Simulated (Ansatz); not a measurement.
# Al16SbN15: the cost of one run

Computed with Ansatz 0.2.0 (DFT, PBE, plane-wave PAW, default files, scalar-relativistic, as far as a step names no other, unless a step's input says otherwise).

The COD entry's cell or inner coordinates are ideal or old and differ from later refinements, so a difference from it is no clean test against experiment.

### 1 Starting point

It takes space group P3m1 (No. 156, trigonal). The conventional cell has a = 6.226 Å, b = 6.226 Å, c = 9.962 Å, α = 90.00°, β = 90.00°, γ = 120.00°. Al (site symmetry 3m) has 1 Sb at 1.89 Å and 3 N at 1.89 Å as nearest neighbours. Around Al (site symmetry 3m) lie 4 N at 1.89 Å. Around Al (site symmetry m) lie 4 N at 1.89 Å. Around Al (site symmetry m) lie 3 N at 1.89 Å and 1 Sb at 1.89 Å. Only part of the 16 independent sites is listed.

As a file:

```
CELL_PARAMETERS angstrom
6.22600 0.00000 0.00000
-3.11300 5.39187 0.00000
0.00000 0.00000 9.96200
ATOMIC_POSITIONS crystal
Al 0.16667 0.33333 0.00000
Al 0.16667 0.33333 0.50000
Al 0.16667 0.83333 0.00000
Al 0.16667 0.83333 0.50000
Al 0.66667 0.33333 0.00000
Al 0.66667 0.33333 0.50000
Al 0.66667 0.83333 0.00000
Al 0.66667 0.83333 0.50000
Al 0.33333 0.16667 0.25000
Al 0.33333 0.16667 0.75000
Al 0.33333 0.66667 0.25000
Al 0.33333 0.66667 0.75000
Al 0.83333 0.16667 0.25000
Al 0.83333 0.16667 0.75000
Al 0.83333 0.66667 0.25000
Al 0.83333 0.66667 0.75000
Sb 0.16667 0.33333 0.19000
N 0.16667 0.33333 0.69000
N 0.16667 0.83333 0.19000
N 0.16667 0.83333 0.69000
N 0.66667 0.33333 0.19000
N 0.66667 0.33333 0.69000
N 0.66667 0.83333 0.19000
N 0.66667 0.83333 0.69000
N 0.33333 0.16667 0.44000
N 0.33333 0.16667 0.94000
N 0.33333 0.66667 0.44000
N 0.33333 0.66667 0.94000
N 0.83333 0.16667 0.44000
N 0.83333 0.16667 0.94000
N 0.83333 0.66667 0.44000
N 0.83333 0.66667 0.94000
```

Atom 17 of the input is the impurity.

### 2 Single point at the given positions

input.yaml

```yaml
crystal:
  lattice:
    - [6.226, 0.0, 0.0]
    - [-3.113, 5.391874164, 0.0]
    - [0.0, 0.0, 9.962]
  atoms:
    - { symbol: Al, position: [0.1666666666, 0.3333333334, 0.0] }
    - { symbol: Al, position: [0.1666666666, 0.3333333334, 0.5] }
    - { symbol: Al, position: [0.1666666666, 0.8333333334, 0.0] }
    - { symbol: Al, position: [0.1666666666, 0.8333333334, 0.5] }
    - { symbol: Al, position: [0.6666666666, 0.3333333334, 0.0] }
    - { symbol: Al, position: [0.6666666666, 0.3333333334, 0.5] }
    - { symbol: Al, position: [0.6666666666, 0.8333333334, 0.0] }
    - { symbol: Al, position: [0.6666666666, 0.8333333334, 0.5] }
    - { symbol: Al, position: [0.3333333334, 0.1666666666, 0.25] }
    - { symbol: Al, position: [0.3333333334, 0.1666666666, 0.75] }
    - { symbol: Al, position: [0.3333333334, 0.6666666666, 0.25] }
    - { symbol: Al, position: [0.3333333334, 0.6666666666, 0.75] }
    - { symbol: Al, position: [0.8333333334, 0.1666666666, 0.25] }
    - { symbol: Al, position: [0.8333333334, 0.1666666666, 0.75] }
    - { symbol: Al, position: [0.8333333334, 0.6666666666, 0.25] }
    - { symbol: Al, position: [0.8333333334, 0.6666666666, 0.75] }
    - { symbol: Sb, position: [0.1666666666, 0.3333333334, 0.19] }
    - { symbol: "N", position: [0.1666666666, 0.3333333334, 0.69] }
    - { symbol: "N", position: [0.1666666666, 0.8333333334, 0.19] }
    - { symbol: "N", position: [0.1666666666, 0.8333333334, 0.69] }
    - { symbol: "N", position: [0.6666666666, 0.3333333334, 0.19] }
    - { symbol: "N", position: [0.6666666666, 0.3333333334, 0.69] }
    - { symbol: "N", position: [0.6666666666, 0.8333333334, 0.19] }
    - { symbol: "N", position: [0.6666666666, 0.8333333334, 0.69] }
    - { symbol: "N", position: [0.3333333334, 0.1666666666, 0.44] }
    - { symbol: "N", position: [0.3333333334, 0.1666666666, 0.94] }
    - { symbol: "N", position: [0.3333333334, 0.6666666666, 0.44] }
    - { symbol: "N", position: [0.3333333334, 0.6666666666, 0.94] }
    - { symbol: "N", position: [0.8333333334, 0.1666666666, 0.44] }
    - { symbol: "N", position: [0.8333333334, 0.1666666666, 0.94] }
    - { symbol: "N", position: [0.8333333334, 0.6666666666, 0.44] }
    - { symbol: "N", position: [0.8333333334, 0.6666666666, 0.94] }
kpoints:
  mp_grid: { grid: [4, 4, 2] }
scf:
  occupations: { method: fermi_dirac, width: 0.01 }
hamiltonian:
  xc: pbe
  pseudopotentials: { kind: paw }
output:
  forces: true
  stress: true
  populations: true
  efg:
    quadrupole_moments_barn: { Al: 0.1466, Sb: -0.543, "N": 0.02044 }
    contact_densities: true
```

On the command line:

```console
ansatz run input.yaml --threads 1 --pin off --max-ram 3072MiB --backend cpu --events-out ev --progress --plain --runs-dir out
```

What time and memory should one allow on 1 thread of Arm Neoverse V1, shared host?

About 51 s, with a peak of 0.66 GiB.
